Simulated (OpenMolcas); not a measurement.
# Zr³⁺ among point charges: CASSCF levels and susceptibility

Aim: the splitting of the states of Zr³⁺ in the field of 3 point charges, its lowest levels with spin-orbit coupling and its magnetic susceptibility.

Method: state-averaged CASSCF, spin-orbit coupling by RASSI with atomic mean-field integrals. Code: OpenMolcas 26.06.

1 further run of the same task is left out (it didn't finish).

### 1 What is computed

| Property | Result |
| --- | --- |
| Species | Zr³⁺ (zirconium, Z = 40, 37 electrons) |
| Basis | ANO-RCC-VDZP [6s5p3d1f], 43 functions |
| Scalar Hamiltonian | DKH2, point nucleus |
| Inactive shells | 1s 2s 2p 3s 3p 3d 4s 4p |
| Active space | 1 electron in 5 orbitals (4d) |
| Some configurations of this space | 4d |
| Orbitals | optimised for each spin and parity, averaged over all roots |

Outer shells as boxes (Hund's rule):

4d
```
4d [↑ ][  ][  ][  ][  ]
```

The ion sits among 3 point charges of -2.5 e arranged as a planar triangle (D3h), 1.82 Å from the ion. The active orbitals were held to one l.

Each step is its own input file, run in one work folder so that later steps find the files of earlier ones. Labels, J, g values, rates, χT and fits are worked out afterwards by a script from the matrices that RASSI stores.

### 2 GATEWAY and SEWARD: basis and integrals

File a.inp:

```
&GATEWAY
Coord
1

Zr 0.0 0.0 0.0
Basis=ANO-RCC-VDZP
Group=NoSym
NoMove
AngMom=0.0 0.0 0.0
AMFI
XField
3 Angstrom 0
1.820000 0.000000 0.000000 -2.500000
-0.910000 1.576166 0.000000 -2.500000
-0.910000 -1.576166 0.000000 -2.500000
&SEWARD
```

### 3 CASSCF: doublets, 5 roots

File a.inp:

```
&RASSCF
FileOrb=start.orb
Symmetry=1
Spin=2
nActEl=1 0 0
Inactive=18
Ras2=5
CIRoot=5 5 1
SDav=5
CIMx=300
Iter=120 100
PrWF=0.3
OrbListing=Nothing
MaxOrb=0
SupSym
1
15 10 11 12 13 14 19 20 21 22 23 32 33 34 35 36
>>> COPY $Project.JobIph JOB001
```

start.orb holds the contracted functions of the basis, ordered by shell, or the orbitals of the step before.

### 4 RASSI: spin-orbit coupling between the states

File a.inp:

```
&RASSI
NrOfJobIphs=1 5
1 2 3 4 5
IphNames
JOB001
EJob
SpinOrbit
DIPRint=1.0
SOCoupling=1000.0
Subsets=2
Property=9
'ANGMOM' 1 'ANGMOM' 2 'ANGMOM' 3 'MLTPL  1' 1 'MLTPL  1' 2 'MLTPL  1' 3
'AMFI' 1 'AMFI' 2 'AMFI' 3
SOProperty=3
'ANGMOM' 1 'ANGMOM' 2 'ANGMOM' 3
```

Before running it: what results should come out? Wanted: spin-free ground state; first state of the same spin within the active space; lowest level; next level.

As calculated:

| quantity | value |
| --- | --- |
| method | CASSCF |
| spin-free ground state | 2E, 2-fold in its orbital part |
| first state of the same spin within the active space | 2A1 at 6110 cm⁻¹ |
| lowest level | 2-fold E1/2, g = 0.01, 0.32, 0.32 |
| next level | 339.6 cm⁻¹ |
| χT at 300 K | 0.28 cm³ K/mol |
| effective moment at 300 K | 1.50 μB |

**Reading.** The spin-free ground state (2E) comes to 100 % from free-ion D terms and keeps the highest spin of the shell. χT at 300 K is 0.28, against 0.38 cm³ K/mol for the spin alone, so orbital moment lowers it. The field of point charges can differ much from that of real complexes. This is an electrostatic model: the charges have no orbitals.
